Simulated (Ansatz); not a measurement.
**HBrCl (doublet): from Hartree-Fock to the top rungs at distance Cl1–H2 along a hydrogen transfer = 1.932 Å, cc-pVDZ**

How much of the correlation energy of HBrCl (doublet) does each wave-function method recover here?

Computed with Ansatz 0.2.0, Gaussian basis. Level: cc-pVDZ, core rule «outside noble gas», up to 19 orbitals frozen.

The runs, in order: UHF; CCSD(T) on ROHF; CCSD(T) on UHF; BCCD(T) on ROHF; CISD; CCSDT(Q) on ROHF; CCSDT(Q) on UHF; CASSCF and MRCISD+Q, 3 electrons in 3 orbitals; CASSCF and NEVPT2, 3 electrons in 3 orbitals; CASSCF and MRCISD+Q, 15 electrons in 9 orbitals; CASSCF and NEVPT2, 15 electrons in 9 orbitals.

11 further runs of the same task are left out: 7 that didn't finish, 4 set aside as unsound or not needed.

**1. The system**

The geometry derives from fragments relaxed apart (PBE0/def2-TZVP) and kept rigid, so it is no stationary point. A hydrogen atom is moved between rigid fragments. No spin-orbit coupling is included. The filled d shell of Br may be among the frozen orbitals whatever the setting's name suggests; the logs give the count.

3 atoms, charge 0, spin multiplicity 2.

Atoms are counted from 1 here; the program's logs count them from 0.

Bond lengths: H2–Br3 1.639 Å.

**2. UHF**

File in.yaml:

```yaml
crystal:
  periodic: [false, false, false]
  atoms:
    - {symbol: Cl, position_ang: [0.000000, 0.000000, -1.834333]}
    - {symbol: H, position_ang: [0.000000, 0.000000, 0.097667]}
    - {symbol: Br, position_ang: [0.000000, 0.000000, 1.736667]}
basis:
  gaussian: {orbitals: cc-pVDZ}
magnetization: {spin_polarized: true, initial_magnetization: 1}
hamiltonian: {xc: hf}
output: {orbitals: {seedname: orbitals}}
```

Started as:

```bash
ansatz run in.yaml --threads 1 --pin off --events-out ev --progress --plain --max-ram 2393MiB
```

The runs that follow: CCSD(T) on ROHF; CCSD(T) on UHF; BCCD(T) on ROHF; CISD; CCSDT(Q) on ROHF; CCSDT(Q) on UHF; CASSCF and MRCISD+Q, 3 electrons in 3 orbitals; CASSCF and NEVPT2, 3 electrons in 3 orbitals; CASSCF and MRCISD+Q, 15 electrons in 9 orbitals; CASSCF and NEVPT2, 15 electrons in 9 orbitals.

Q: Predict the results of all the runs planned. Wanted: UCCSDT(Q) below the RHF energy; RMP2 from UCCSDT(Q); UMP2 from UCCSDT(Q); RCCSD from UCCSDT(Q); RCCSD(T) from UCCSDT(Q); UCCSD(T) from UCCSDT(Q); RCCSDT(Q) from UCCSDT(Q); NEVPT2 pair from UCCSDT(Q); MRCISD+Q pair from UCCSDT(Q).

The runs gave:

```
                         quantity                                                                  value
   UCCSDT(Q) below the RHF energy                                                             -7.7516 eV
              RMP2 from UCCSDT(Q)                                                            +1041.4 meV
              UMP2 from UCCSDT(Q)                                                            +1072.0 meV
             RCCSD from UCCSDT(Q)                                                             +156.2 meV
          RCCSD(T) from UCCSDT(Q)                                                              +30.8 meV
          UCCSD(T) from UCCSDT(Q)                                                              +30.7 meV
         RCCSDT(Q) from UCCSDT(Q)                                                               +0.3 meV
       NEVPT2 pair from UCCSDT(Q)                                                             +910.8 meV
     MRCISD+Q pair from UCCSDT(Q)                                                              +40.0 meV
    NEVPT2 valence from UCCSDT(Q)                                                            +1647.8 meV
levels within 1 kcal/mol (43 meV)  RCCSD(T), UCCSD(T), BCCD(T), RCCSDT, UCCSDT, RCCSDT(Q), MRCISD+Q pair
                    T1 diagnostic                                                                  0.020
   effectively unpaired electrons                                                                   1.01
```

In words: RCCSD(T) lands +30.8 meV from the yardstick (0.4 % of the correlation energy). One determinant dominates. Of the multireference levels listed MRCISD+Q pair comes nearest in total energy (+40.0 meV), which doesn't show that its space is the better one. Coupled cluster took another determinant than the lowest Hartree-Fock one. These misses are within one basis, not against nature; the frozen cores of restricted and unrestricted runs differ, which can shift their rows.
